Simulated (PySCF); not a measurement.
# FeH4O4 ([Fe(OH)4]2-): the cost of one run

Computed with PySCF 2.14.0 and routines of our own; the level stands in each step. Atoms count from 0.

### Step 1. The system as given

9 atoms, charge -2, states of the metal's open shell are computed; geometry from: model start, shaken.

### Step 2. Geometry optimisation at PBE0-D3(BJ)/def2-TZVP

Job settings and geometry (Å):

```
{"job": {"xc": "PBE0", "basis": "def2-TZVP", "d3": "d3bj", "grid": 1, "maxiter": 45, "solvent": "water", "kind": "geom"}, "charge": -2, "metal": "Fe", "open_shell": "d6"}
Fe     0.000020     0.004480    -0.004110
O      1.135570     1.142110     1.134050
H      0.895910     2.046480     1.453310
O     -1.158230    -1.141580     1.154280
H     -0.893430    -2.040340     1.460260
O     -1.138500     1.128760    -1.155790
H     -2.054900     0.875670    -1.488320
O      1.145400    -1.167940    -1.144860
H      2.028730    -0.897810    -1.498450
```

Launch:

```sh
$ OMP_NUM_THREADS=1 python lf_run.py task.json out
```

The driver reads the jobs from task.json and runs them one after another.

Q: Estimate the wall time and peak memory of this first job on 1 thread of Arm Neoverse V2, shared host.

About 3.1 min, with a peak of 1.4 GiB.
